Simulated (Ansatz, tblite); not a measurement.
# B9P9 wurtzite hole sphere (B9P9H24): which spin state is lowest

Is the singlet the ground state of B9P9 wurtzite hole sphere (B9P9H24)? Other spin states are computed and compared level by level.

Computed with Ansatz 0.2.0, Gaussian basis. Level: as each input shows.

The runs, in order: triplet, at the geometry of the singlet (GFN1-xTB, GFN2-xTB, PBE0-D4/def2-TZVP, PBE-D4/def2-TZVP); the singlet's energies come from earlier runs.

1 further run of the same task is left out (set aside as unsound or not needed). Runs told in other sessions of the task aren't counted.

### 1 The geometry

The singlet was relaxed beforehand with PBE-D4/def2-SVP.

42 atoms, charge 0, spin multiplicity 1.

Bond lengths: B1–P2 1.964 Å, B1–P3 1.959 Å, B1–H19 1.223 Å, B1–H20 1.223 Å, P2–B5 1.954 Å, P2–H21 1.429 Å, P2–H22 1.429 Å, P3–B4 1.959 Å, P3–B11 1.959 Å, P3–H23 1.430 Å, B4–P6 1.989 Å, B4–P7 1.959 Å, B4–H24 1.222 Å, B5–P6 1.966 Å, B5–P12 1.966 Å, B5–H25 1.220 Å, P6–B9 1.966 Å, P6–H26 1.430 Å and more. Angles: P2–B1–P3 104.2°, P2–B1–H19 108.5°, P2–B1–H20 108.5°, P3–B1–H19 110.2°, P3–B1–H20 110.1°, H19–B1–H20 114.8°, B1–P2–B5 115.8°, B1–P2–H21 112.5°, B1–P2–H22 112.5°, B5–P2–H21 107.7°, B5–P2–H22 107.7°, H21–P2–H22 99.2°, B1–P3–B4 112.0°, B1–P3–B11 111.9°, B1–P3–H23 107.5°, B4–P3–B11 111.0°, B4–P3–H23 107.0°, B11–P3–H23 107.0° and more.

### 2 Triplet at the fixed geometry, GFN1-xTB

Tight binding, by tblite at 300 K electronic temperature and without a spin-polarisation term:

```python
tblite.interface.Calculator('GFN1-xTB', numbers, positions, charge=0, uhf=2).singlepoint()
```

Energy -1335.9306 eV; 0.26 s.

### 3 Triplet at the fixed geometry, GFN2-xTB

Tight binding, by tblite at 300 K electronic temperature and without a spin-polarisation term:

```python
tblite.interface.Calculator('GFN2-xTB', numbers, positions, charge=0, uhf=2).singlepoint()
```

Energy -1253.2961 eV; 0.15 s.

### 4 Triplet at the fixed geometry, PBE0-D4/def2-TZVP

in.yaml

```yaml
crystal:
  periodic: [false, false, false]
  atoms:
    - {symbol: B, position_ang: [-0.000179, -3.751215, -1.035672]}
    - {symbol: P, position_ang: [-0.003227, -3.650898, 0.925652]}
    - {symbol: P, position_ang: [-0.000513, -1.878626, -1.612580]}
    - {symbol: B, position_ang: [-1.614446, -0.932259, -1.032025]}
    - {symbol: B, position_ang: [-0.000872, -1.850885, 1.685907]}
    - {symbol: P, position_ang: [-1.557750, -0.897670, 0.956215]}
    - {symbol: P, position_ang: [-1.625404, 0.937945, -1.614594]}
    - {symbol: B, position_ang: [-3.247496, 1.874853, -1.039793]}
    - {symbol: B, position_ang: [-1.603481, 0.927935, 1.684117]}
    - {symbol: P, position_ang: [-3.160723, 1.828870, 0.921701]}
    - {symbol: B, position_ang: [1.613984, -0.933362, -1.031983]}
    - {symbol: P, position_ang: [1.557067, -0.899392, 0.956238]}
    - {symbol: P, position_ang: [1.626066, 0.936823, -1.614669]}
    - {symbol: B, position_ang: [0.000682, 1.863010, -1.033621]}
    - {symbol: B, position_ang: [1.604717, 0.926240, 1.684011]}
    - {symbol: P, position_ang: [0.001036, 1.798716, 0.954734]}
    - {symbol: B, position_ang: [3.248108, 1.873938, -1.040127]}
    - {symbol: P, position_ang: [3.163293, 1.824759, 0.921384]}
    - {symbol: H, position_ang: [-1.029443, -4.304071, -1.398086]}
    - {symbol: H, position_ang: [1.031750, -4.301566, -1.394425]}
    - {symbol: H, position_ang: [-1.094833, -4.366509, 1.507619]}
    - {symbol: H, position_ang: [1.082501, -4.372369, 1.511339]}
    - {symbol: H, position_ang: [-0.000532, -1.868209, -3.042068]}
    - {symbol: H, position_ang: [-2.622472, -1.513982, -1.404101]}
    - {symbol: H, position_ang: [-0.000942, -1.843527, 2.905576]}
    - {symbol: H, position_ang: [-2.719408, -1.567600, 1.453597]}
    - {symbol: H, position_ang: [-1.614934, 0.931450, -3.044071]}
    - {symbol: H, position_ang: [-4.240116, 1.256685, -1.398996]}
    - {symbol: H, position_ang: [-3.210727, 3.042375, -1.403028]}
    - {symbol: H, position_ang: [-1.597980, 0.925294, 2.903790]}
    - {symbol: H, position_ang: [-4.328563, 1.248938, 1.506670]}
    - {symbol: H, position_ang: [-3.236161, 3.132403, 1.502650]}
    - {symbol: H, position_ang: [2.621558, -1.515808, -1.404149]}
    - {symbol: H, position_ang: [2.718142, -1.570324, 1.453602]}
    - {symbol: H, position_ang: [1.615452, 0.930032, -3.044145]}
    - {symbol: H, position_ang: [0.001157, 3.026456, -1.406944]}
    - {symbol: H, position_ang: [1.599376, 0.923819, 2.903687]}
    - {symbol: H, position_ang: [0.001679, 3.140217, 1.450732]}
    - {symbol: H, position_ang: [4.241183, 1.257845, -1.401559]}
    - {symbol: H, position_ang: [3.209269, 3.042092, -1.401175]}
    - {symbol: H, position_ang: [4.330110, 1.240510, 1.504104]}
    - {symbol: H, position_ang: [3.243064, 3.127070, 1.504474]}
basis:
  gaussian: {orbitals: def2-TZVP, fitting: {mean_field: def2-universal-jkfit}}
magnetization: {spin_polarized: true, initial_magnetization: 2}
hamiltonian: {xc: pbe0, dispersion: d4}
scf: {omitted_lower_state_checks: [starts]}
output: {orbitals: {seedname: orbitals}}
```

On the command line:

```sh
$ ansatz run in.yaml --threads 2 --pin off --events-out ev --progress --plain --max-ram 22528MiB --backend cuda --devices 0, --max-vram 18GiB
```

The program printed:

```text
Functional definition: PBE0
  name "PBE0"
  cite "Adamo & Barone, J. Chem. Phys. 110, 6158 (1999) doi:10.1063/1.478522"
  cite "Perdew, Burke & Ernzerhof, Phys. Rev. Lett. 77, 3865 (1996) doi:10.1103/PhysRevLett.77.3865"
  parent pbe
  parameter a = 0.25
  parameter kappa = 0.804
  parameter beta = 0.06672455060314922
  exchange = (1 - a)*pbe_x(kappa = kappa, mu = beta*pi^2/3) + a*exact_x
  correlation = pbe_c(beta = beta)
these checks for a lower state are left out or cut short: starts
2259 factors; integrals over basis functions are off by at most 5.5e-1 eV
mean field evaluation 1: about -90031.1986 eV, gradient 4.6e1 eV
mean field evaluation 2: about -90021.4341 eV, gradient 6.3e1 eV
mean field evaluation 4: about -90044.9201 eV, gradient 4.5e0 eV
mean field evaluation 8: about -90045.0608 eV, gradient 4.4e-1 eV
mean field evaluation 16: about -90045.0636 eV, gradient 3.6e-3 eV
mean field evaluation 32: about -90045.0637 eV, gradient 1.9e-3 eV
mean field -90045.06369319 eV, -3309.0950559883 hartree, gradient 6.5e-6 eV, S^2 2.005973; 0 other end points of the search recorded, 0 dependent functions left out
reference -90045.06376824 eV, -3309.0950587466 hartree; 103, 101 occupied and 653, 655 virtual orbitals, 2259 factors
Total energy: -90047.63015403 eV, -3309.1893716845 hartree
Checks for a lower state left out: starts
```

Run time: 28 s. Hardware: 1 × H100 (card shared with other runs) with 2 threads of AMD EPYC 7R13, shared host; peak host memory 1.5 GiB.

From the report: HOMO -2.19 eV, LUMO -6.05 eV (over both spins; with the spin held, an empty level of the minority spin lies below the top filled one); ⟨S²⟩ 2.006 (pure: 2.00).

### 5 Triplet at the fixed geometry, PBE-D4/def2-TZVP

start.molden holds the orbitals of an earlier run on this state, given as this run's starting guess.

in.yaml: that of step 4 with these lines changed.

```diff
@@ -46,5 +46,5 @@
 basis:
-  gaussian: {orbitals: def2-TZVP, fitting: {mean_field: def2-universal-jkfit}}
+  gaussian: {orbitals: def2-TZVP, fitting: {mean_field: def2-universal-jkfit}, initial_orbitals: start.molden}
 magnetization: {spin_polarized: true, initial_magnetization: 2}
-hamiltonian: {xc: pbe0, dispersion: d4}
+hamiltonian: {xc: pbe, dispersion: d4}
 scf: {omitted_lower_state_checks: [starts]}
```

The command is unchanged.

The program printed:

```text
Functional definition: PBE
  name "PBE"
  cite "Perdew, Burke & Ernzerhof, Phys. Rev. Lett. 77, 3865 (1996) doi:10.1103/PhysRevLett.77.3865"
  parent pbe
  parameter kappa = 0.804
  parameter beta = 0.06672455060314922
  exchange = pbe_x(kappa = kappa, mu = beta*pi^2/3)
  correlation = pbe_c(beta = beta)
these checks for a lower state are left out or cut short: starts
2259 factors; integrals over basis functions are off by at most 5.5e-1 eV
mean field evaluation 1: about -90035.3543 eV, gradient 1.6e1 eV
mean field evaluation 2: about -90035.7856 eV, gradient 6.0e-1 eV
mean field evaluation 4: about -90035.7942 eV, gradient 3.2e-2 eV
mean field evaluation 8: about -90035.7949 eV, gradient 2.8e-3 eV
mean field evaluation 16: about -90035.7949 eV, gradient 5.2e-5 eV
mean field -90035.79489579 eV, -3308.7544339664 hartree, gradient 2.5e-6 eV, S^2 2.002452; 0 other end points of the search recorded, 0 dependent functions left out
reference -90035.79499661 eV, -3308.7544376715 hartree; 103, 101 occupied and 653, 655 virtual orbitals, 2259 factors
Total energy: -90038.69330746 eV, -3308.8609486307 hartree
Checks for a lower state left out: starts
```

It took 22 s on 1 × H100 (card shared with other runs) with 2 threads of AMD EPYC 7R13, shared host; peak host memory 1.4 GiB.

HOMO -1.87 eV, LUMO -6.18 eV (over both spins; with the spin held, an empty level of the minority spin lies below the top filled one); ⟨S²⟩ 2.002 (pure: 2.00).

### 6 Triplet less singlet, vertical

The singlet's energies are those of its earlier runs, whose logs aren't repeated here.

```csv
level,"triplet less singlet, vertical (kJ/mol)",time
GFN1-xTB,+484.5,0.41 s
GFN2-xTB,+423.1,0.26 s
PBE-D4/def2-TZVP,+409.1,29 s
PBE0-D4/def2-TZVP,+474.5,34 s
```

Times add the two runs; a level without a time comes out of a correlated run. Tight binding without a spin term can't rank spin states.

### 7 What came out

| quantity | value |
| --- | --- |
| triplet less singlet, vertical, functionals in def2-TZVP | +409.1 (PBE-D4) to +474.5 kJ/mol (PBE0-D4) |

What this shows: All functionals put the triplet above the singlet, over a spread of 65.4 kJ/mol. The checks for a lower triplet were left out, so another state of that spin may lie lower. These are electronic energies, without zero-point motion, entropy or surroundings.
